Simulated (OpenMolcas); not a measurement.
# Ag⁵⁺ among point charges: CASSCF and CASPT2 levels and susceptibility

How does a field of 4 point charges split the states of Ag⁵⁺, and what χT follows?

Method: state-averaged CASSCF and CASPT2, spin-orbit coupling by RASSI with atomic mean-field integrals. Code: OpenMolcas 26.06.

### Step 1. What is computed

| Quantity | Value |
| --- | --- |
| Species | Ag⁵⁺ (silver, Z = 47, 42 electrons) |
| Basis | ANO-RCC-VDZP [6s5p3d1f], 43 functions |
| Scalar Hamiltonian | DKH2, point nucleus |
| Inactive shells | 1s 2s 2p 3s 3p 3d 4s 4p |
| Active space | 6 electrons in 5 orbitals (4d) |
| Some configurations of this space | 4d6 |
| Orbitals | optimised for each spin and parity, averaged over all roots |

The outer shells:

4d6
```
4d [↑↓][↑ ][↑ ][↑ ][↑ ]
```

The ion sits among 4 point charges of -2 e arranged as a square (D4h), 2.07 Å from the ion.

Each step is its own input file, run in one work folder so that later steps find the files of earlier ones. Labels, J, g values, rates, χT and fits are worked out afterwards by a script from the matrices that RASSI stores. The input lists half of the charges; inversion (Group=XYZ) makes the rest.

### Step 2. GATEWAY and SEWARD: basis and integrals

File a.inp:

```
&GATEWAY
Coord
1

Ag 0.0 0.0 0.0
Basis=ANO-RCC-VDZP
Group=XYZ
NoMove
AngMom=0.0 0.0 0.0
AMFI
XField
2 Angstrom 0
2.070000 0.000000 0.000000 -2.000000
0.000000 2.070000 0.000000 -2.000000
&SEWARD
```

Command:

```console
$ OMP_NUM_THREADS=1 MOLCAS_MEM=1689 MOLCAS_PROJECT=a pymolcas a.inp > a.log
```

### Step 3. CASSCF: quintets of even parity, 5 roots

File a.inp:

```
&RASSCF
FileOrb=start.orb
Symmetry=1
Spin=5
nActEl=6 0 0
Inactive=9 9
Ras2=5 0
CIRoot=5 5 1
SDav=5
CIMx=300
Iter=120 100
PrWF=0.3
OrbListing=Nothing
MaxOrb=0
>>> COPY $Project.JobIph JOB001
```

start.orb holds the contracted functions of the basis, ordered by shell, or the orbitals of the step before.

### Step 4. CASSCF: triplets of even parity, 45 roots

File a.inp:

```
&RASSCF
FileOrb=start.orb
Symmetry=1
Spin=3
nActEl=6 0 0
Inactive=9 9
Ras2=5 0
CIRoot=45 45 1
SDav=45
CIMx=300
Iter=120 100
PrWF=0.3
OrbListing=Nothing
MaxOrb=0
>>> COPY $Project.JobIph JOB002
```

### Step 5. Reference wave functions, singlets of even parity, 50 roots

File a.inp:

```
&RASSCF
FileOrb=start.orb
Symmetry=1
Spin=1
nActEl=6 0 0
Inactive=9 9
Ras2=5 0
CIRoot=50 50 1
SDav=50
CIMx=300
Iter=120 100
PrWF=0.3
OrbListing=Nothing
MaxOrb=0
>>> COPY $Project.JobIph JOB003
```

### Step 6. State interaction with spin-orbit coupling

File a.inp:

```
&RASSI
NrOfJobIphs=3 5 45 50
1 2 3 4 5
1 2 3 4 5 6 7 8 9 10 11 12 13 14 15 16 17 18 19 20 21 22 23 24 25 26 27
28 29 30 31 32 33 34 35 36 37 38 39 40 41 42 43 44 45
1 2 3 4 5 6 7 8 9 10 11 12 13 14 15 16 17 18 19 20 21 22 23 24 25 26 27
28 29 30 31 32 33 34 35 36 37 38 39 40 41 42 43 44 45 46 47 48 49 50
IphNames
JOB001
JOB002
JOB003
EJob
SpinOrbit
DIPRint=1.0
SOCoupling=1000.0
Subsets=2
Property=9
'ANGMOM' 1 'ANGMOM' 2 'ANGMOM' 3 'MLTPL  1' 1 'MLTPL  1' 2 'MLTPL  1' 3
'AMFI' 1 'AMFI' 2 'AMFI' 3
SOProperty=3
'ANGMOM' 1 'ANGMOM' 2 'ANGMOM' 3
```

### Step 7. CASPT2: IPEA 0.25, imaginary shift 0.1 (closed shells correlated: 4s 4p)

File a.inp:

```
>>> COPY JOB001 $Project.JobIph
&CASPT2
Multistate=5 1 2 3 4 5
NoMult
Frozen=8 6
IPEA=0.25
Imaginary=0.1
MaxIter=60
WThr=0.0 0.3 0.05
PrWF=0.5
NoMix
>>> COPY JOB002 $Project.JobIph
&CASPT2
Multistate=45 1 2 3 4 5 6 7 8 9 10 11 12 13 14 15 16 17 18 19 20 21 22
23 24 25 26 27 28 29 30 31 32 33 34 35 36 37 38 39 40 41 42 43 44 45
NoMult
Frozen=8 6
IPEA=0.25
Imaginary=0.1
MaxIter=60
WThr=0.0 0.3 0.05
PrWF=0.5
NoMix
>>> COPY JOB003 $Project.JobIph
&CASPT2
Multistate=50 1 2 3 4 5 6 7 8 9 10 11 12 13 14 15 16 17 18 19 20 21 22
23 24 25 26 27 28 29 30 31 32 33 34 35 36 37 38 39 40 41 42 43 44 45 46
47 48 49 50
NoMult
Frozen=8 6
IPEA=0.25
Imaginary=0.1
MaxIter=60
WThr=0.0 0.3 0.05
PrWF=0.5
NoMix
```

(Steps that only read results are left out.)

Q: Predict the outcome of this session. Wanted: spin-free ground state; first state of the same spin within the active space; lowest level; next level.

**Answer**, as computed:

```
                                            quantity                                                                        value
                                              method  SS-CASPT2, IPEA 0.25, imaginary shift 0.1 (closed shells correlated: 4s 4p)
                              spin-free ground state                                              5A1, 1-fold in its orbital part
first state of the same spin within the active space                                                              5E at 2350 cm⁻¹
                                        lowest level                                                                    1-fold A1
                                          next level                                                                   178.8 cm⁻¹
                                         χT at 300 K                                                               4.57 cm³ K/mol
                           effective moment at 300 K                                                                      6.05 μB
```

Cost by method:

| method | time of its own steps | time with the reference |
| --- | --- | --- |
| A. CASSCF | 19 s | 19 s |
| B. SS-CASPT2, IPEA 0.25, imaginary shift 0.1, +4s 4p | 5 s | 24 s |

Times are of one thread on a shared host.

In words: The spin-free ground state (5A1) comes to 100 % from free-ion D terms and keeps the highest spin of the shell. χT at 300 K is 4.57, against 3.01 cm³ K/mol for the spin alone, so orbital moment adds to it. An active space of the d shell alone favours high spin; real ions in strong fields can be low spin. The field of point charges can differ much from that of real complexes. With metal d orbitals alone active, the gaps between spin states are rough; where two lie within a few thousand cm-1, their order is open. Point charges carry no covalency, so the field is a model and not that of real ligands.
